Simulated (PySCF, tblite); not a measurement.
**C4H10OSi: geometry, infrared bands and NMR shifts**

Wanted: the infrared bands and NMR shifts of C4H10OSi (`C=CCC[SiH2]O`), by calculation.

Programs: tblite 0.8.0 and PySCF 2.14.0, with density-fitted response routines of our own. Each step states its level of theory. These are calculated values for one molecule in the gas phase, unless marked as measured. Atoms count from 0, in the outputs and in this text.

### 1 Starting geometry

16 atoms, charge 0, multiplicity 1; geometry from: force field or distance geometry start.

Bonds of the start (Å): C0–C1 1.35, C1–C2 1.48, C2–C3 1.53, C3–Si4 1.86, Si4–O5 1.66, C0–H6 1.08, C0–H7 1.09, C1–H8 1.10, C2–H9 1.10, C2–H10 1.10, C3–H11 1.10, C3–H12 1.11, Si4–H13 1.49, Si4–H14 1.49, O5–H15 0.98.

### 2 Relaxing the molecule with GFN2-xTB

What the job is given:

```
{"job": {"kind": "relax", "xc": "GFN2-xTB", "basis": "xTB"}, "charge": 0, "multiplicity": 1}
C      2.966800    -0.044300     0.231300
C      1.847300    -0.712700    -0.113100
C      0.614700    -0.079900    -0.640900
C     -0.581200    -0.288300     0.290600
Si    -2.191200     0.463300    -0.267400
O     -3.440500     0.203900     0.788700
H      3.832600    -0.558500     0.609300
H      3.027200     1.042700     0.140200
H      1.847600    -1.803400     0.007800
H      0.762500     0.996400    -0.801600
H      0.391600    -0.514000    -1.630700
H     -0.345200     0.112200     1.289500
H     -0.746600    -1.370500     0.450100
H     -2.564800    -0.088900    -1.597600
H     -2.022600     1.939000    -0.397700
H     -3.405600     0.712000     1.630100
```

Command:

```bash
> OMP_NUM_THREADS=1 python probes_run.py task.json out
```

The driver reads the jobs from task.json and runs them one after another.

**Question.** This job is followed by: GFN2-xTB harmonic vibrations, gas phase; GIAO PBE0/pcSseg-1 NMR shielding, non-relativistic, gas phase. Predict these results of the whole session: strongest single infrared mode (GFN2-xTB); zero-point energy (GFN2-xTB); 13C shifts against TMS (PBE0/pcSseg-1); 1H shifts against TMS (PBE0/pcSseg-1, means over atoms taken as alike); 29Si shifts against TMS (PBE0/pcSseg-1); 17O shifts against H2O (PBE0/pcSseg-1).

The runs gave:

```
                                                              quantity                                         value
                             strongest single infrared mode (GFN2-xTB)                          804 cm⁻¹, 401 km/mol
                                          zero-point energy (GFN2-xTB)                                 79.5 kcal/mol
                                13C shifts against TMS (PBE0/pcSseg-1)                  150.6, 119.8, 30.7, 21.4 ppm
1H shifts against TMS (PBE0/pcSseg-1, means over atoms taken as alike)  6.19, 5.32, 5.19, 5.00, 1.83, 0.86, 0.82 ppm
                               29Si shifts against TMS (PBE0/pcSseg-1)                                     -14.0 ppm
                                17O shifts against H2O (PBE0/pcSseg-1)                                      19.6 ppm
```

Relaxing lowered the energy by 0.163 eV in 53 steps; the close pair that moved most is C3–Si4, from 1.862 to 1.903 Å. All 42 modes are real, so the xTB geometry is a minimum. The strongest single mode, at 804 cm⁻¹, moves mainly H15. GFN2-xTB is a fitted tight-binding method: band positions and strengths are rough. Its intensities can rank the bands wrongly. C1 (alkene CH) lies farthest downfield among carbon, at 150.6 ppm; as expected for a trigonal carbon in a double bond. H8 (hydrogen on an alkene CH) lies farthest downfield among hydrogen, at 6.19 ppm; olefinic region. At PBE0/pcSseg-1: The largest span, 241 ppm, is at C1, where the paramagnetic term is -220 ppm.
